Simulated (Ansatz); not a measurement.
# Ir (Iridium): the cost of one run

Method: DFT PBEsol, frozen-core PAW, scalar-relativistic unless said, in Ansatz 0.2.0.

The COD entry's cell or inner coordinates are ideal or old and differ from later refinements, so a difference from it is no clean test against experiment.

## 1. Starting point

It takes space group Fm-3m (No. 225, cubic). The conventional cell has a = 3.831 Å, b = 3.831 Å, c = 3.831 Å, α = 90.00°, β = 90.00°, γ = 90.00°. Around Ir (site symmetry m-3m) lie 12 Ir at 2.71 Å.

Coordinates:

```cif
data_structure
_symmetry_space_group_name_H-M 'Fm-3m'
_symmetry_Int_Tables_number 225
_cell_length_a 3.8312
_cell_length_b 3.8312
_cell_length_c 3.8312
_cell_angle_alpha 90.000
_cell_angle_beta 90.000
_cell_angle_gamma 90.000
_cell_volume 56.23
loop_
_atom_site_label
_atom_site_type_symbol
_atom_site_symmetry_multiplicity
_atom_site_Wyckoff_symbol
_atom_site_fract_x
_atom_site_fract_y
_atom_site_fract_z
_atom_site_occupancy
Ir1 Ir 4 a 0.00000 0.00000 0.00000 1
```

Cartesian axes are those of the input's lattice vectors. The structure goes back to a database entry.

## 2. Cell and atoms relaxed, PAW

Input file input.yaml:

```yaml
crystal:
  lattice:
    - [0.0, 1.9156, 1.9156]
    - [1.9156, 0.0, 1.9156]
    - [1.9156, 1.9156, 0.0]
  atoms:
    - { symbol: Ir, position: [0.0, 0.0, 0.0] }
kpoints:
  mp_grid: { grid: [24, 24, 24] }
scf:
  occupations: { method: fermi_dirac, width: 0.05 }
hamiltonian:
  xc: pbesol
  pseudopotentials: { kind: paw }
relax:
  f_tol: 0.002
  max_steps: 80
  cell: {}
output:
  forces: true
  stress: true
```

Started as:

```
$ ansatz run input.yaml --threads 1 --pin off --max-ram 3072MiB --backend cpu --events-out ev --progress --plain --runs-dir out
```

**Question.** How long does this run take on 1 thread of Arm Neoverse V2, shared host, and how much memory does it need?

About 10 s, with a peak of 0.35 GiB.
